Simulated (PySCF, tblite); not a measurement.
# C7H11NOSi: geometry, infrared bands and NMR shifts

What infrared bands and NMR shifts should C7H11NOSi (`N#CCC[SiH2]O[C@]12C[C@H]1C2`) show?

Computed with tblite 0.8.0 and PySCF 2.14.0, with density-fitted response routines of our own, on a single molecule in the gas phase. Atoms count from 0, in the outputs and in this text.

## (1) The molecule as given

21 atoms, charge 0, multiplicity 1; geometry from: force field or distance geometry start.

Bonds of the start (Å): N0–C1 1.18, C1–C2 1.45, C2–C3 1.51, C3–Si4 1.84, Si4–O5 1.73, O5–C6 1.25, C6–C7 1.55, C7–C8 1.52, C8–C9 1.49, C8–C6 1.37, C9–C6 1.57, C2–H10 1.13, C2–H11 1.10, C3–H12 1.14, C3–H13 1.09, Si4–H14 1.46, Si4–H15 1.47, C7–H16 1.09, C7–H17 1.10, C8–H18 1.07, C9–H19 1.11, C9–H20 1.11.

## (2) Optimising the geometry with GFN2-xTB

The job: settings as JSON, then the geometry in Å.

```
{"job": {"kind": "relax", "xc": "GFN2-xTB", "basis": "xTB"}, "charge": 0, "multiplicity": 1}
N      5.243100     0.189800    -1.165200
C      4.094800    -0.034900    -1.035200
C      2.690500    -0.358500    -0.843900
C      2.193100     0.560100     0.245900
Si     0.417500     0.347100     0.680500
O     -0.504700    -0.429800    -0.565500
C     -1.718500    -0.217900    -0.337500
C     -2.964800    -0.690600    -1.131600
C     -2.874000     0.514600    -0.202400
C     -2.396100    -0.087400     1.078000
H      2.543600    -1.426900    -0.522900
H      2.092200    -0.229200    -1.760000
H      2.772600     0.245600     1.178000
H      2.477900     1.598600     0.050200
H      0.331100    -0.492300     1.873400
H     -0.278900     1.624700     0.921600
H     -3.403100    -1.621000    -0.756400
H     -3.001000    -0.424700    -2.199600
H     -3.210200     1.510200    -0.427400
H     -2.744700    -1.081400     1.420200
H     -1.769400     0.520700     1.755500
```

The run is started by

```sh
> OMP_NUM_THREADS=1 python probes_run.py task.json out
```

This one command runs all jobs of the session in turn.

**Question.** This job is followed by: GFN2-xTB harmonic vibrations, gas phase; GIAO PBE0/pcSseg-1 NMR shielding, non-relativistic, gas phase. What will the session give for the following? strongest single infrared mode (GFN2-xTB); zero-point energy (GFN2-xTB); 13C shifts against TMS (PBE0/pcSseg-1, means over atoms taken as alike); 1H shifts against TMS (PBE0/pcSseg-1, means over atoms taken as alike); 15N shifts against NH3 (PBE0/pcSseg-1); 29Si shifts against TMS (PBE0/pcSseg-1); 17O shifts against H2O (PBE0/pcSseg-1).

**Answer**, as computed:

| quantity | value |
| --- | --- |
| strongest single infrared mode (GFN2-xTB) | 2224 cm⁻¹, 395 km/mol |
| zero-point energy (GFN2-xTB) | 100.5 kcal/mol |
| 13C shifts against TMS (PBE0/pcSseg-1, means over atoms taken as alike) | 125.6, 54.0, 35.3, 15.3, 12.4, 3.9 ppm |
| 1H shifts against TMS (PBE0/pcSseg-1, means over atoms taken as alike) | 4.78, 2.37, 1.96, 1.96, 1.05, 0.83 ppm |
| 15N shifts against NH3 (PBE0/pcSseg-1) | 297.3 ppm |
| 29Si shifts against TMS (PBE0/pcSseg-1) | -20.9 ppm |
| 17O shifts against H2O (PBE0/pcSseg-1) | 6.9 ppm |

Relaxing lowered the energy by 1.875 eV in 190 steps; the close pair that moved most is C6–C8, from 1.375 to 1.490 Å. All 57 modes are real, so the xTB geometry is a minimum. The strongest single mode, at 2224 cm⁻¹, moves mainly H14. GFN2-xTB is a fitted tight-binding method: band positions and strengths are rough. Its intensities can rank the bands wrongly. C1 (nitrile carbon) lies farthest downfield among carbon, at 125.6 ppm; typical of a nitrile. At PBE0/pcSseg-1: The largest span, 493 ppm, is at N0, where the paramagnetic term is -368 ppm.
